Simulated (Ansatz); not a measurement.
# NiO: the cost of one run

Program: Ansatz 0.2.0. Level of theory: DFT LDA+U (U_eff = 8 eV on Ni d), plane waves, PAW. These are calculated values, not measurements.

### 1 The system as given

The structure is cubic, space group Fm-3m (No. 225). Conventional cell: a = 4.183 Å, b = 4.183 Å, c = 4.183 Å, α = 90.00°, β = 90.00°, γ = 90.00°. Around Ni (site symmetry m-3m) lie 6 O at 2.09 Å. O (site symmetry m-3m) has 6 Ni at 2.09 Å as nearest neighbours.

Structure file:

```cif
data_structure
_symmetry_space_group_name_H-M 'P 1'
_symmetry_Int_Tables_number 1
_cell_length_a 2.9576
_cell_length_b 5.1226
_cell_length_c 5.9151
_cell_angle_alpha 30.000
_cell_angle_beta 60.000
_cell_angle_gamma 54.736
_cell_volume 36.59
loop_
_atom_site_label
_atom_site_type_symbol
_atom_site_fract_x
_atom_site_fract_y
_atom_site_fract_z
_atom_site_occupancy
Ni1 Ni 0.00000 0.00000 0.00000 1
O1 O 0.50000 0.50000 0.00000 1
Ni2 Ni 0.00000 0.00000 0.50000 1
O2 O 0.50000 0.50000 0.50000 1
```

Magnetic order typed: antiferromagnetic, doubled cell 0 1/2 1/2.

### 2 From atoms, symmetry kept, no search

Contents of input.yaml:

```yaml
crystal:
  lattice:
    - [0.0, 2.09130951, 2.09130951]
    - [4.18261902, 2.09130951, 2.09130951]
    - [4.18261902, 4.18261902, 0.0]
  atoms:
    - { symbol: Ni, position: [0.0, 0.0, 0.0], spin: 2.0 }
    - { symbol: O, position: [0.5, 0.5, 0.0] }
    - { symbol: Ni, position: [0.0, 0.0, 0.5], spin: -2.0 }
    - { symbol: O, position: [0.5, 0.5, 0.5] }
basis:
  ecutwfc: 420
  ecutrho_ratio: 4
kpoints:
  mp_grid: { grid: [8, 8, 8] }
hamiltonian:
  xc: lda
  hubbard:
    sites: [{ site: 0, l: d, u_eff: 8.0 }, { site: 2, l: d, u_eff: 8.0 }]
scf:
  occupations: { method: gaussian, width: 0.05 }
  lower_state_search: "off"
  max_iter: 150
output:
  forces: true
  stress: true
  eigenvalues: true
  populations: true
  hubbard: { sites: [{ site: 0, l: d }, { site: 2, l: d }] }
magnetization:
  spin_polarized: true
```

Command:

```
ansatz run input.yaml --threads 2 --pin off --max-ram 3072MiB --backend cpu --events-out ev --progress --plain --runs-dir out
```

**Question.** How long does this run take on 2 threads of Intel Xeon 6975P-C (Granite Rapids), shared host, and how much memory does it need?

About 3.5 s, with a peak of 0.51 GiB.
